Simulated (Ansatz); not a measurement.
# CH7BSi2: rotation by 120° about the Si1–Si2 bond

Wanted: the energy profile along the rotation by 120° about the Si1–Si2 bond, from relaxed end points and a band of images. SMILES of the start: [SiH3][SiH]1BC1.

Program: Ansatz 0.2.0. Level of theory: RKS CAM-B3LYP/def2-SVP. These are calculated values, not measurements.

## Step 1: The system as given

Bond lengths: Si1–Si2 2.173 Å, Si2–B3 2.019 Å, Si2–C4 1.813 Å, B3–C4 1.494 Å, Si1–H5 1.501 Å, Si1–H6 1.486 Å, Si1–H7 1.494 Å, Si2–H8 1.461 Å, B3–H9 1.225 Å, C4–H10 1.099 Å, C4–H11 1.119 Å. Angles (14 of 21 angles, heavy atoms first): Si1–Si2–B3 105.6°, Si1–Si2–C4 116.0°, B3–Si2–C4 45.5°, Si2–B3–C4 60.0°, Si2–C4–B3 74.5°, Si1–Si2–H8 121.4°, B3–Si2–H8 104.6°, C4–Si2–H8 121.0°, Si2–Si1–H5 111.5°, Si2–Si1–H6 112.8°, Si2–Si1–H7 110.5°, Si2–B3–H9 149.4°, C4–B3–H9 150.6°, Si2–C4–H10 111.5°.

Structure file:

```xyz
11

Si   -1.1325    1.4089   -0.0653
Si   -0.3449   -0.4775    0.6708
B     1.5914   -0.5144    0.1017
C     0.6123   -1.4583   -0.5167
H    -1.1959    1.4301   -1.5650
H    -0.3404    2.5813    0.3899
H    -2.5237    1.6245    0.4347
H    -0.3150   -0.7850    2.0983
H     2.7359   -0.0965    0.2296
H     0.3176   -1.2380   -1.5518
H     0.6607   -2.5321   -0.2056
```

## Step 2: End point A

File input.yaml:

```yaml
crystal:
  periodic: [false, false, false]
  atoms:
    - { symbol: Si, position_ang: [-1.1325, 1.4089, -0.0653] }
    - { symbol: Si, position_ang: [-0.3449, -0.4775, 0.6708] }
    - { symbol: B, position_ang: [1.5914, -0.5144, 0.1017] }
    - { symbol: C, position_ang: [0.6123, -1.4583, -0.5167] }
    - { symbol: H, position_ang: [-1.1959, 1.4301, -1.565] }
    - { symbol: H, position_ang: [-0.3404, 2.5813, 0.3899] }
    - { symbol: H, position_ang: [-2.5237, 1.6245, 0.4347] }
    - { symbol: H, position_ang: [-0.315, -0.785, 2.0983] }
    - { symbol: H, position_ang: [2.7359, -0.0965, 0.2296] }
    - { symbol: H, position_ang: [0.3176, -1.238, -1.5518] }
    - { symbol: H, position_ang: [0.6607, -2.5321, -0.2056] }
basis:
  gaussian: { orbitals: def2-SVP }
hamiltonian:
  xc: cam_b3lyp
relax:
  f_tol: 0.015
  max_steps: 40
```

The run is started by

```sh
ansatz run input.yaml --threads 2 --pin off --max-ram 3072MiB --backend cpu --events-out ev --progress --plain --runs-dir out
```

The log of the run, shortened:

```text
Warning: RAYON_NUM_THREADS=2 ignored (pool sized by the plan → 2); use --threads N
[...]
Functional definition: CAM-B3LYP
[...]
1057 factors; integrals over basis functions are off by at most 4.4e-4 eV
416 factors; integrals over basis functions are off by at most 1.3e-6 eV
[...]
mean field -17572.17594506 eV, -645.7655551323 hartree, gradient 6.9e-5 eV, S^2 0.000000; 0 other end points of the search recorded, 0 dependent functions left out
[...]
reference -17572.17608196 eV, -645.7655601633 hartree; 23, 23 occupied and 76, 76 virtual orbitals, 1057 factors
relax step   1: F+E_penalty+E_count = -17572.17594506 eV  Δ(F+E_penalty+E_count) = +0.000e0 eV  max|allowed force component| = 2.515e0 eV/Å  Δτ_max = 0.0000 Å  (27 SCF iters, accepted)
[...]
relax step   4: F+E_penalty+E_count = -17572.88805639 eV  Δ(F+E_penalty+E_count) = -7.602e-2 eV  max|allowed force component| = 2.586e-1 eV/Å  Δτ_max = 0.2000 Å  (31 SCF iters, accepted)
[...]
relax step   7: F+E_penalty+E_count = -17572.92930630 eV  Δ(F+E_penalty+E_count) = -1.171e-2 eV  max|allowed force component| = 1.418e-1 eV/Å  Δτ_max = 0.1339 Å  (31 SCF iters, accepted)
[...]
relax step  10: F+E_penalty+E_count = -17572.94291354 eV  Δ(F+E_penalty+E_count) = -6.489e-3 eV  max|allowed force component| = 3.758e-1 eV/Å  Δτ_max = 0.1186 Å  (32 SCF iters, accepted)
[...]
relax step  11: F+E_penalty+E_count = -17572.95007135 eV  Δ(F+E_penalty+E_count) = -7.158e-3 eV  max|allowed force component| = 3.711e-1 eV/Å  Δτ_max = 0.0379 Å  (32 SCF iters, accepted)
[...]
relax step  12: F+E_penalty+E_count = -17572.95987834 eV  Δ(F+E_penalty+E_count) = -9.807e-3 eV  max|allowed force component| = 5.011e-1 eV/Å  Δτ_max = 0.1528 Å  (32 SCF iters, accepted)
[...]
1057 factors; integrals over basis functions are off by at most 4.3e-4 eV
```

## Step 3: The log goes on: end point A relaxed

The log, continued, shortened:

```text
416 factors; integrals over basis functions are off by at most 1.4e-6 eV
[...]
mean field -17572.97119854 eV, -645.7947801585 hartree, gradient 1.3e-5 eV, S^2 0.000000; 0 other end points of the search recorded, 0 dependent functions left out
[...]
reference -17572.97133613 eV, -645.7947852150 hartree; 23, 23 occupied and 76, 76 virtual orbitals, 1057 factors
relax step  13: F+E_penalty+E_count = -17572.97119854 eV  Δ(F+E_penalty+E_count) = -1.132e-2 eV  max|allowed force component| = 5.240e-1 eV/Å  Δτ_max = 0.0760 Å  (31 SCF iters, accepted)
[...]
relax step  15: F+E_penalty+E_count = -17572.99300200 eV  Δ(F+E_penalty+E_count) = -1.209e-2 eV  max|allowed force component| = 2.231e-1 eV/Å  Δτ_max = 0.0910 Å  (32 SCF iters, accepted)
[...]
Atom 1 at     0.264566     0.011500     0.845577 Å, force     0.009757     0.001165    -0.012001 eV/Å
Atom 2 at     1.841261    -0.745649     0.044857 Å, force    -0.003836    -0.002511     0.013893 eV/Å
Atom 3 at     0.631654    -1.396940    -0.557183 Å, force    -0.000838     0.010096    -0.001010 eV/Å
Atom 4 at    -0.998178     1.601482    -1.544117 Å, force    -0.002089     0.001398     0.000088 eV/Å
Atom 5 at    -1.152240     2.831253     0.544315 Å, force     0.001970    -0.002296     0.000387 eV/Å
Atom 6 at    -2.673172     1.005071     0.105840 Å, force    -0.003311    -0.001385    -0.003033 eV/Å
Atom 7 at    -0.044558    -0.346861     2.259178 Å, force     0.001773    -0.004001     0.004886 eV/Å
Atom 8 at     2.930239    -1.138399     0.355141 Å, force    -0.005318     0.004280    -0.005750 eV/Å
Atom 9 at     0.025776    -0.880502    -1.313427 Å, force     0.001285     0.000438     0.002533 eV/Å
Atom 10 at     0.516994    -2.485257    -0.634474 Å, force    -0.002226    -0.006589     0.000983 eV/Å
Dipole moment:    -0.150671     0.000659    -0.048197 e Å
```

Wall time 59 s (2 threads of Arm Neoverse V1, shared host); peak memory 0.24 GiB.

Relaxation path:

```csv
step,energy from step 1 (eV),largest force component (eV/Å)
1,0.0000,2.5148
2,-0.4848,0.9487
3,-0.6361,0.5374
4,-0.7121,0.2586
5,-0.7228,0.3005
6,-0.7416,0.1786
7,-0.7534,0.1418
8,-0.7573,0.1414
9,-0.7605,0.1438
10,-0.7670,0.3758
11,-0.7741,0.3711
12,-0.7839,0.5011
13,-0.7953,0.5240
14,-0.8050,0.4370
15,-0.8171,0.2231
16x,-0.7937,0.7543
17,-0.8226,0.0904
18,-0.8238,0.0694
19x,-0.8187,0.2192
20,-0.8242,0.0476
21,-0.8245,0.0139
```

Step 1 is the start. 2 steps were tried and not accepted (marked x).

After: Bond lengths: Si1–Si2 2.328 Å, Si2–B3 1.924 Å, Si2–C4 2.021 Å, B3–C4 1.500 Å, Si1–H5 1.490 Å, Si1–H6 1.489 Å, Si1–H7 1.490 Å, Si2–H8 1.491 Å, B3–H9 1.198 Å, C4–H10 1.098 Å, C4–H11 1.097 Å. Angles (14 of 21 angles, heavy atoms first): Si1–Si2–B3 128.7°, Si1–Si2–C4 106.5°, B3–Si2–C4 44.6°, Si2–B3–C4 71.2°, Si2–C4–B3 64.2°, Si1–Si2–H8 113.2°, B3–Si2–H8 118.0°, C4–Si2–H8 121.9°, Si2–Si1–H5 108.4°, Si2–Si1–H6 110.3°, Si2–Si1–H7 111.4°, Si2–B3–H9 140.0°, C4–B3–H9 134.0°, Si2–C4–H10 92.9°.

## Step 4: End point B

The second end starts from a geometry with the move made by hand.

File input.yaml:

```yaml
crystal:
  periodic: [false, false, false]
  atoms:
    - { symbol: Si, position_ang: [-1.1325, 1.4089, -0.0653] }
    - { symbol: Si, position_ang: [-0.3449, -0.4775, 0.6708] }
    - { symbol: B, position_ang: [-0.58008, -0.41701, 2.67468] }
    - { symbol: C, position_ang: [0.7901, -0.37041, 2.081] }
    - { symbol: H, position_ang: [-1.1959, 1.4301, -1.565] }
    - { symbol: H, position_ang: [-0.3404, 2.5813, 0.3899] }
    - { symbol: H, position_ang: [-2.5237, 1.6245, 0.4347] }
    - { symbol: H, position_ang: [-0.92894, -1.75477, 0.26996] }
    - { symbol: H, position_ang: [-1.31925, -0.45453, 3.65095] }
    - { symbol: H, position_ang: [1.29834, 0.60286, 2.11642] }
    - { symbol: H, position_ang: [1.42082, -1.29125, 2.16101] }
basis:
  gaussian: { orbitals: def2-SVP }
hamiltonian:
  xc: cam_b3lyp
relax:
  f_tol: 0.015
  max_steps: 40
```

The run is started by

```sh
ansatz run input.yaml --threads 2 --pin off --max-ram 3072MiB --backend cpu --events-out ev --progress --plain --runs-dir out
```

The log of the run, shortened:

```text
Warning: RAYON_NUM_THREADS=2 ignored (pool sized by the plan → 2); use --threads N
[...]
[... 1 set-up line as earlier in the session ...]
[...]
1057 factors; integrals over basis functions are off by at most 3.3e-4 eV
416 factors; integrals over basis functions are off by at most 1.4e-6 eV
[...]
mean field -17572.16519846 eV, -645.7651602020 hartree, gradient 7.0e-5 eV, S^2 0.000000; 0 other end points of the search recorded, 0 dependent functions left out
[...]
reference -17572.16533507 eV, -645.7651652223 hartree; 23, 23 occupied and 76, 76 virtual orbitals, 1057 factors
relax step   1: F+E_penalty+E_count = -17572.16519846 eV  Δ(F+E_penalty+E_count) = +0.000e0 eV  max|allowed force component| = 2.277e0 eV/Å  Δτ_max = 0.0000 Å  (27 SCF iters, accepted)
[...]
relax step   4: F+E_penalty+E_count = -17572.89284874 eV  Δ(F+E_penalty+E_count) = -8.137e-2 eV  max|allowed force component| = 1.927e-1 eV/Å  Δτ_max = 0.1999 Å  (33 SCF iters, accepted)
[...]
relax step   7: F+E_penalty+E_count = -17572.93069391 eV  Δ(F+E_penalty+E_count) = -1.031e-2 eV  max|allowed force component| = 1.819e-1 eV/Å  Δτ_max = 0.1227 Å  (31 SCF iters, accepted)
[...]
relax step  10: F+E_penalty+E_count = -17572.94260142 eV  Δ(F+E_penalty+E_count) = -3.441e-3 eV  max|allowed force component| = 4.569e-1 eV/Å  Δτ_max = 0.1221 Å  (32 SCF iters, accepted)
[...]
relax step  11: F+E_penalty+E_count = -17572.95109997 eV  Δ(F+E_penalty+E_count) = -8.499e-3 eV  max|allowed force component| = 4.122e-1 eV/Å  Δτ_max = 0.0565 Å  (32 SCF iters, accepted)
[...]
relax step  12: F+E_penalty+E_count = -17572.96849990 eV  Δ(F+E_penalty+E_count) = -1.740e-2 eV  max|allowed force component| = 2.071e-1 eV/Å  Δτ_max = 0.2000 Å  (32 SCF iters, accepted)
```

## Step 5: More of the same log: end point B relaxed

Output, continued, shortened:

```text
[...]
1057 factors; integrals over basis functions are off by at most 3.6e-4 eV
416 factors; integrals over basis functions are off by at most 1.3e-6 eV
[...]
mean field -17572.97964894 eV, -645.7950907053 hartree, gradient 1.4e-5 eV, S^2 0.000000; 0 other end points of the search recorded, 0 dependent functions left out
[...]
reference -17572.97978686 eV, -645.7950957734 hartree; 23, 23 occupied and 76, 76 virtual orbitals, 1057 factors
relax step  13: F+E_penalty+E_count = -17572.97964894 eV  Δ(F+E_penalty+E_count) = -1.115e-2 eV  max|allowed force component| = 4.651e-1 eV/Å  Δτ_max = 0.1014 Å  (30 SCF iters, accepted)
[...]
relax step  18: F+E_penalty+E_count = -17573.00012585 eV  Δ(F+E_penalty+E_count) = -5.415e-4 eV  max|allowed force component| = 1.923e-2 eV/Å  Δτ_max = 0.0158 Å  (27 SCF iters, accepted)
[...]
Atom 1 at    -1.001727    -0.413469     1.125612 Å, force    -0.013518    -0.001936    -0.000869 eV/Å
Atom 2 at    -0.443459    -0.576530     2.959070 Å, force     0.009876    -0.005602     0.002695 eV/Å
Atom 3 at     0.759589    -0.304997     2.103662 Å, force    -0.010093    -0.013351     0.008200 eV/Å
Atom 4 at    -0.486278     1.313381    -1.502929 Å, force    -0.000681     0.003071     0.002603 eV/Å
Atom 5 at    -0.506561     2.630000     0.533496 Å, force    -0.000074    -0.003519     0.003500 eV/Å
Atom 6 at    -2.589497     1.841509    -0.434146 Å, force     0.005589    -0.001712     0.000241 eV/Å
Atom 7 at    -1.431318    -1.651423     0.413723 Å, force     0.002675     0.003597     0.002471 eV/Å
Atom 8 at    -0.641629    -1.255800     3.926437 Å, force    -0.000845     0.006022    -0.006599 eV/Å
Atom 9 at     0.969996     0.705500     1.730331 Å, force     0.004580     0.014001    -0.006173 eV/Å
Atom 10 at     1.674737    -0.908134     2.151525 Å, force     0.005763    -0.000823     0.002139 eV/Å
Dipole moment:     0.073442     0.065612    -0.122580 e Å
```

Wall time 54 s (2 threads of Arm Neoverse V1, shared host); peak memory 0.25 GiB.

Step by step:

```csv
step,energy from step 1 (eV),largest force component (eV/Å)
1,0.0000,2.2768
2,-0.4851,1.0889
3,-0.6463,0.5470
4,-0.7277,0.1927
5,-0.7342,0.3872
6,-0.7552,0.1135
7,-0.7655,0.1819
8,-0.7700,0.1371
9,-0.7740,0.1394
10,-0.7774,0.4569
11,-0.7859,0.4122
12,-0.8033,0.2071
13,-0.8145,0.4651
14,-0.8192,0.5013
15,-0.8221,0.3151
16,-0.8315,0.1742
17,-0.8344,0.0677
18,-0.8349,0.0192
19,-0.8352,0.0140
```

Step 1 is the start.

After: Bond lengths: Si1–Si2 2.328 Å, Si2–B3 1.923 Å, Si2–C4 2.018 Å, B3–C4 1.501 Å, Si1–H5 1.490 Å, Si1–H6 1.490 Å, Si1–H7 1.490 Å, Si2–H8 1.491 Å, B3–H9 1.199 Å, C4–H10 1.098 Å, C4–H11 1.097 Å. Angles (14 of 21 angles, heavy atoms first): Si1–Si2–B3 128.8°, Si1–Si2–C4 106.8°, B3–Si2–C4 44.7°, Si2–B3–C4 71.0°, Si2–C4–B3 64.3°, Si1–Si2–H8 113.2°, B3–Si2–H8 117.9°, C4–Si2–H8 121.8°, Si2–Si1–H5 111.3°, Si2–Si1–H6 108.7°, Si2–Si1–H7 110.3°, Si2–B3–H9 140.3°, C4–B3–H9 134.0°, Si2–C4–H10 93.0°.

## Step 6: Nudged elastic band

crystal.atoms is end A as relaxed above, and neb.final_atoms is end B, turned to lie on A. With 5 inner images the band has 7 in all. The start path is listed, through a guess of the saddle.

File input.yaml:

```yaml
crystal:
  periodic: [false, false, false]
  atoms:
    - { symbol: Si, position_ang: [-1.276841, 1.487303, -0.085107] }
    - { symbol: Si, position_ang: [0.264566, 0.0115, 0.845577] }
    - { symbol: B, position_ang: [1.841261, -0.745649, 0.044857] }
    - { symbol: C, position_ang: [0.631654, -1.39694, -0.557183] }
    - { symbol: H, position_ang: [-0.998178, 1.601482, -1.544117] }
    - { symbol: H, position_ang: [-1.15224, 2.831253, 0.544315] }
    - { symbol: H, position_ang: [-2.673172, 1.005071, 0.10584] }
    - { symbol: H, position_ang: [-0.044558, -0.346861, 2.259178] }
    - { symbol: H, position_ang: [2.930239, -1.138399, 0.355141] }
    - { symbol: H, position_ang: [0.025776, -0.880502, -1.313427] }
    - { symbol: H, position_ang: [0.516994, -2.485257, -0.634474] }
basis:
  gaussian: { orbitals: def2-SVP }
hamiltonian:
  xc: cam_b3lyp
neb:
  order_check: false
  images: 5
  f_tol: 0.05
  max_iterations: 60
  final_atoms:
    - { symbol: Si, position_ang: [-1.35097464, 1.42371377, -0.04588127] }
    - { symbol: Si, position_ang: [0.0226663, -0.22770504, 0.85153756] }
    - { symbol: B, position_ang: [1.82729243, -0.68849013, 0.37109829] }
    - { symbol: C, position_ang: [0.89707519, -1.16733026, -0.70509199] }
    - { symbol: H, position_ang: [-2.69345546, 0.87976087, -0.3947081] }
    - { symbol: H, position_ang: [-0.71000214, 1.95831686, -1.27989377] }
    - { symbol: H, position_ang: [-1.53066205, 2.53262994, 0.93219874] }
    - { symbol: H, position_ang: [-0.61730499, -0.98238554, 1.96722506] }
    - { symbol: H, position_ang: [2.82900554, -1.1266835, 0.86205187] }
    - { symbol: H, position_ang: [0.47493027, -0.4680365, -1.43825858] }
    - { symbol: H, position_ang: [0.91693054, -2.19078947, -1.09967782] }
  initial_path:
    images:
      - { positions_ang: [[-1.276841, 1.487303, -0.085107], [0.264566, 0.0115, 0.845577], [1.841261, -0.745649, 0.044857], [0.631654, -1.39694, -0.557183], [-0.998178, 1.601482, -1.544117], [-1.15224, 2.831253, 0.544315], [-2.673172, 1.005071, 0.10584], [-0.044558, -0.346861, 2.259178], [2.930239, -1.138399, 0.355141], [0.025776, -0.880502, -1.313427], [0.516994, -2.485257, -0.634474]] }
      - { positions_ang: [[-1.23739178, 1.45426909, -0.07157305], [0.02823318, -0.18912072, 0.73025605], [1.74854868, -0.66842029, 0.131127], [0.67156824, -1.37972521, -0.58327923], [-1.41039493, 1.5063379, -1.39223509], [-0.79326438, 2.64576562, 0.18143137], [-2.36441663, 1.36205577, 0.45189965], [-0.2508222, -0.610602, 2.11803751], [2.83603669, -0.79737135, 0.47370954], [0.23119149, -0.90463292, -1.42751937], [0.60621264, -2.47555488, -0.59125437]] }
      - { positions_ang: [[-1.19794256, 1.42123518, -0.0580391], [-0.20809965, -0.38974144, 0.6149351], [1.65583635, -0.59119158, 0.21739701], [0.71148248, -1.36251041, -0.60937547], [-1.82261185, 1.4111938, -1.24035318], [-0.43428876, 2.46027823, -0.18145226], [-2.05566125, 1.71904054, 0.79795931], [-0.45708639, -0.87434301, 1.97689702], [2.74183438, -0.4563437, 0.59227808], [0.43660697, -0.92876385, -1.54161174], [0.69543127, -2.46585277, -0.54803475]] }
      - { positions_ang: [[-1.15849333, 1.38820127, -0.04450515], [-0.44443247, -0.59036215, 0.49961414], [1.56312403, -0.51396288, 0.30366701], [0.75139671, -1.34529562, -0.6354717], [-2.23482878, 1.31604971, -1.08847127], [-0.07531313, 2.27479085, -0.5443359], [-1.74690588, 2.07602531, 1.14401896], [-0.66335059, -1.13808401, 1.83575652], [2.64763207, -0.11531605, 0.71084662], [0.64202246, -0.95289477, -1.65570411], [0.78464991, -2.45615065, -0.50481512]] }
      - { positions_ang: [[-1.22265377, 1.40003877, -0.04496386], [-0.28873288, -0.46947645, 0.61692195], [1.65118016, -0.57213863, 0.3261441], [0.79995621, -1.28597383, -0.65867847], [-2.38770434, 1.17062009, -0.85721688], [-0.28687613, 2.16929952, -0.78952185], [-1.6748246, 2.22822685, 1.07341222], [-0.64800206, -1.08618452, 1.87957937], [2.7080899, -0.45243853, 0.76124837], [0.58632507, -0.79127535, -1.58322227], [0.82874345, -2.36769692, -0.70310269]] }
      - { positions_ang: [[-1.28681421, 1.41187627, -0.04542256], [-0.13303329, -0.34859074, 0.73422976], [1.7392363, -0.63031438, 0.3486212], [0.8485157, -1.22665204, -0.68188523], [-2.5405799, 1.02519048, -0.62596249], [-0.49843914, 2.06380819, -1.03470781], [-1.60274333, 2.3804284, 1.00280548], [-0.63265352, -1.03428503, 1.92340221], [2.76854772, -0.78956101, 0.81165012], [0.53062767, -0.62965592, -1.51074042], [0.872837, -2.2792432, -0.90139025]] }
      - { positions_ang: [[-1.35097464, 1.42371377, -0.04588127], [0.0226663, -0.22770504, 0.85153756], [1.82729243, -0.68849013, 0.37109829], [0.89707519, -1.16733026, -0.70509199], [-2.69345546, 0.87976087, -0.3947081], [-0.71000214, 1.95831686, -1.27989377], [-1.53066205, 2.53262994, 0.93219874], [-0.61730499, -0.98238554, 1.96722506], [2.82900554, -1.1266835, 0.86205187], [0.47493027, -0.4680365, -1.43825858], [0.91693054, -2.19078947, -1.09967782]] }
```

The run is started by

```sh
ansatz run input.yaml --threads 2 --pin off --max-ram 3072MiB --backend cpu --events-out ev --progress --plain --runs-dir out
```

The log of the run, shortened:

```text
Warning: RAYON_NUM_THREADS=2 ignored (pool sized by the plan → 2); use --threads N
[...]
[... 1 set-up line as earlier in the session ...]
[...]
1060 factors; integrals over basis functions are off by at most 3.7e-4 eV
414 factors; integrals over basis functions are off by at most 1.1e-6 eV
[...]
mean field -17573.00040173 eV, -645.7958533560 hartree, gradient 4.4e-5 eV, S^2 0.000000; 0 other end points of the search recorded, 0 dependent functions left out
[...]
reference -17573.00053804 eV, -645.7958583655 hartree; 23, 23 occupied and 76, 76 virtual orbitals, 1060 factors
1060 factors; integrals over basis functions are off by at most 5.6e-4 eV
414 factors; integrals over basis functions are off by at most 8.9e-7 eV
[...]
mean field -17573.00035318 eV, -645.7958515718 hartree, gradient 4.4e-5 eV, S^2 0.000000; 0 other end points of the search recorded, 0 dependent functions left out
[...]
Atom 1 at     0.100988    -0.143181     0.850460 Å, force    -0.002119    -0.001270     0.004064 eV/Å
Atom 2 at     1.835784    -0.736733     0.266006 Å, force     0.005985    -0.006297     0.002973 eV/Å
Atom 3 at     0.786222    -1.295059    -0.651348 Å, force    -0.010977     0.012441    -0.014215 eV/Å
Atom 4 at    -1.904418     1.001086    -1.345912 Å, force    -0.001276     0.000069     0.001005 eV/Å
Atom 5 at    -0.532007     2.734116    -0.372160 Å, force     0.000275     0.000002    -0.001939 eV/Å
Atom 6 at    -2.379123     1.813772     0.890014 Å, force     0.000737     0.001943     0.000320 eV/Å
Atom 7 at    -0.458197    -0.736117     2.098726 Å, force    -0.000590    -0.000177    -0.001193 eV/Å
Atom 8 at     2.869371    -1.156942     0.703046 Å, force    -0.001603     0.000543    -0.000166 eV/Å
Atom 9 at     0.307728    -0.670814    -1.417584 Å, force     0.001199    -0.002024     0.001804 eV/Å
Atom 10 at     0.733353    -2.356917    -0.923356 Å, force     0.007402    -0.002330     0.006939 eV/Å
Dipole moment:    -0.139249     0.011601    -0.085576 e Å
this run last wrote the band of iteration 22 to <dir>
```

It took 4.8 min on 2 threads of Arm Neoverse V1, shared host; peak memory 0.25 GiB.

(Part 1 of 2 ends here.)
